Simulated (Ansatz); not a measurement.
# GaHClO (quartet): the correlation ladder, cc-pVDZ

Aim: climb from Hartree-Fock through coupled cluster for GaHClO (quartet) at one geometry and basis, and see what each rung misses.

The runs use Ansatz 0.2.0, Gaussian basis; cc-pVDZ, core rule «outside noble gas», up to 20 orbitals frozen.

Plan: UHF; CCSD(T) on ROHF; CCSD(T) on UHF; BCCD(T) on ROHF; CISD as a restricted active space (open shells left free, so some higher excitations enter); CCSDT(Q) on ROHF; CCSDT(Q) on UHF.

39 further runs of the same task are left out: 10 for a known fault of the program, 14 that didn't finish, 15 set aside as unsound or not needed. Runs told in other sessions of the task aren't counted.

## (1) The geometry

The geometry is a PBE0/def2-TZVP stationary point (not a proven minimum). No spin-orbit coupling is included. The filled d shell of Ga may be among the frozen orbitals whatever the setting's name suggests.

4 atoms, charge 0, spin multiplicity 4.

Atoms are counted from 1 here; the program's logs count them from 0.

Bond lengths: Cl1–Ga3 2.485 Å, O2–Ga3 2.044 Å, Ga3–H4 1.646 Å. Angles: Cl1–Ga3–O2 58.9°, Cl1–Ga3–H4 154.9°, O2–Ga3–H4 96.0°.

## (2) UHF

in.yaml reads:

```yaml
crystal:
  periodic: [false, false, false]
  atoms:
    - {symbol: Cl, position_ang: [0.000000, -0.267554, 1.633067]}
    - {symbol: O, position_ang: [0.000000, 1.510446, 0.238746]}
    - {symbol: Ga, position_ang: [0.000000, -0.217939, -0.851528]}
    - {symbol: H, position_ang: [0.000000, 0.510707, -2.327383]}
basis:
  gaussian: {orbitals: cc-pVDZ}
magnetization: {spin_polarized: true, initial_magnetization: 3}
hamiltonian: {xc: hf}
output: {orbitals: {seedname: orbitals}}
```

The run is started by

```console
> ansatz run in.yaml --threads 1 --pin off --events-out ev --progress --plain --max-ram 2393MiB
```

The runs that follow: CCSD(T) on ROHF; CCSD(T) on UHF; BCCD(T) on ROHF; CISD as a restricted active space (open shells left free, so some higher excitations enter); CCSDT(Q) on ROHF; CCSDT(Q) on UHF.

Q: Predict the results of all the runs planned. Wanted: UCCSDT(Q) from the RHF energy; RMP2 from UCCSDT(Q); UMP2 from UCCSDT(Q); RCCSD from UCCSDT(Q); RCCSD(T) from UCCSDT(Q); UCCSD(T) from UCCSDT(Q); RCCSDT(Q) from UCCSDT(Q); T1 diagnostic.

As calculated:

| quantity | value |
| --- | --- |
| UCCSDT(Q) from the ROHF energy | -10.3665 eV |
| RMP2 from UCCSDT(Q) | +1643.4 meV |
| UMP2 from UCCSDT(Q) | +1578.0 meV |
| RCCSD from UCCSDT(Q) | +394.5 meV |
| RCCSD(T) from UCCSDT(Q) | +102.3 meV |
| UCCSD(T) from UCCSDT(Q) | +101.1 meV |
| RCCSDT(Q) from UCCSDT(Q) | +15.3 meV |
| levels within 1 kcal/mol (43 meV) | UCCSDT, RCCSDT(Q) |
| T1 diagnostic | 0.052 |

RCCSD(T) misses by +102.3 meV, 1.0 % of the correlation energy. These misses are within one basis, not against nature; the frozen cores of restricted and unrestricted runs differ, which can shift their rows.
